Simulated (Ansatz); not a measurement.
# Cl₂H₃OScSi: a ladder of functionals and wavefunction methods

One table from this session's results is given with a row withheld; the runs are named, their logs left out.

Method: functionals in def2-TZVPP, the program's frozen cores in correlated methods; program: Ansatz 0.2.0, Gaussian basis.

Levels to be run: LDA (SPW92), PBE-D4, revPBE-D4, BLYP-D4, r2SCAN-D4, B97M-V, PBE0-D4, B3LYP-D4, r2SCANh-D4, r2SCAN0-D4, HSE06-D4, BHLYP-D4, CAM-B3LYP-D4, LC-ωPBE, ωB97X-V, ωB97M-V, B2PLYP, PBE-QIDH; CCSD(T)/def2-SVP; CCSD(T)/def2-TZVPP; MP2/def2-QZVPP; extrapolation to the limit; RPA on PBE.

## The geometry

An earlier PBE0-D4 in a triple-zeta def2 set relaxation fixed the geometry.

8 atoms, charge 0, spin multiplicity 1.

Atoms are counted from 1 here; the program's logs count them from 0.

Bond lengths: Si1–O2 1.643 Å, Si1–H6 1.486 Å, Si1–H7 1.486 Å, Si1–H8 1.485 Å, O2–Sc3 1.848 Å, Sc3–Cl4 2.292 Å, Sc3–Cl5 2.292 Å. Angles: O2–Si1–H6 109.4°, O2–Si1–H7 109.5°, O2–Si1–H8 109.8°, H6–Si1–H7 109.4°, H6–Si1–H8 109.4°, H7–Si1–H8 109.3°, Si1–O2–Sc3 179.5°, O2–Sc3–Cl4 118.5°, O2–Sc3–Cl5 118.5°, Cl4–Sc3–Cl5 122.9°.

Set-up of the first run:

The input, in.yaml:

```yaml
crystal:
  periodic: [false, false, false]
  atoms:
    - {symbol: Si, position_ang: [0.432547, -0.733831, 1.356338]}
    - {symbol: O, position_ang: [-0.002238, 0.022221, -0.036103]}
    - {symbol: Sc, position_ang: [-0.506222, 0.866281, -1.600988]}
    - {symbol: Cl, position_ang: [-2.134712, -0.100683, -2.891256]}
    - {symbol: Cl, position_ang: [0.522222, 2.835939, -2.161406]}
    - {symbol: H, position_ang: [-0.703088, -0.696146, 2.313544]}
    - {symbol: H, position_ang: [0.786271, -2.146787, 1.063880]}
    - {symbol: H, position_ang: [1.605219, -0.046992, 1.955992]}
basis:
  gaussian: {orbitals: def2-TZVPP}
hamiltonian: {xc: lda}
output: {orbitals: {seedname: orbitals}}
```

Started as:

```bash
> ansatz run in.yaml --threads 4 --pin off --events-out ev --progress --plain --max-ram 10444MiB
```

Among the steps run: LDA; PBE-D4 (GGA); revPBE-D4 (GGA); BLYP-D4 (GGA); r2SCAN-D4 (meta-GGA); B97M-V (meta-GGA); B3LYP-D4 (hybrid); r2SCANh-D4 (hybrid); r2SCAN0-D4 (hybrid); HSE06-D4 (hybrid); BHLYP-D4 (hybrid); CAM-B3LYP-D4 (range-separated); LC-ωPBE (range-separated); ωB97X-V (range-separated); ωB97M-V (range-separated); B2PLYP (double hybrid); PBE-QIDH (double hybrid).

One of the session's tables, all rows but one given; the rest of the session is left out.

It belongs to the step «Orbital energies across the functionals». 

| functional | HOMO (eV) | LUMO (eV) | gap (eV) |
| --- | --- | --- | --- |
| LDA (SPW92) | -7.67 | -3.97 | 3.71 |
| PBE-D4 | -7.54 | -3.74 | 3.81 |
| revPBE-D4 | -7.49 | -3.60 | 3.89 |
| BLYP-D4 | -7.40 | -3.74 | 3.66 |
| r2SCAN-D4 | -7.90 | -3.50 | 4.40 |
| B97M-V | -7.99 | -3.66 | 4.33 |
| PBE0-D4 | -8.94 | -2.80 | 6.14 |
| B3LYP-D4 | -8.68 | -3.18 | 5.50 |
| r2SCANh-D4 | -8.41 | -3.15 | 5.26 |
| r2SCAN0-D4 | -9.18 | -2.64 | 6.54 |
| HSE06-D4 | -8.54 | -3.18 | 5.36 |
| BHLYP-D4 | ? | ? | ? |
| CAM-B3LYP-D4 | -10.30 | -1.94 | 8.36 |
| LC-ωPBE | -11.70 | -0.61 | 11.09 |
| ωB97X-V | -11.34 | -0.81 | 10.53 |
| ωB97M-V | -11.19 | -1.09 | 10.10 |

Q: Estimate the row for BHLYP-D4 from the others.

Worked estimate for «HOMO (eV)». Against the share of exact exchange, BLYP-D4 (0, -7.40), B3LYP-D4 (0.2, -8.68) give a slope of -6.40 per unit share; at 0.5 the line stands at -10.60.

The run gave: HOMO (eV): -10.21; LUMO (eV): -2.02; gap (eV): 8.18. In «HOMO (eV)» the line misses by -0.39.
